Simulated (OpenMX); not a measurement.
# HPbNO4 in OpenMX: the effect of dispersion

Crystal: HPbNO4.

```xyz
7
Lattice="3.8571 0.0018 -0.0366 0.1735 4.3344 -0.0165 0.7580 0.8387 5.8766" Properties=species:S:1:pos:R:3 pbc="T T T"
H     2.6784    4.0493    1.1289
Pb    3.2640    2.7055    5.3570
N     3.1776    1.4531    2.9117
O     1.3252    2.6900    4.5562
O     2.9731    4.6255    2.8902
O     2.3661    4.0462    0.1903
O     3.3249    2.1006    1.8421
```

The cell was built by a generator and needn't be a form met in nature.

Alike in all runs:

```yaml
Program: OpenMX 3.8.5
Task: single point
Functional: PBE
Potentials_or_basis: OpenMX 2013 PBE set, H6.0-s2p1, Pb8.0-s3p2d2f1, N6.0-s2p2d1, O6.0-s2p2d1, grid cutoff 500 Ry
k_mesh: 5 × 5 × 5
Occupations: fermi-dirac, width 0.05 eV
Spin: no spin polarisation
```

| dispersion | pressure (GPa) |
| --- | --- |
| none | ? |
| D3 | 1.6 |
| D3(BJ) | 1.4 |
| D4 | 1.1 |

Q: What does the run with dispersion none give?

A: Pressure 2.5 GPa.

Caveats: the basis of atomic orbitals isn't converged, which shifts pressures, moduli and gaps.
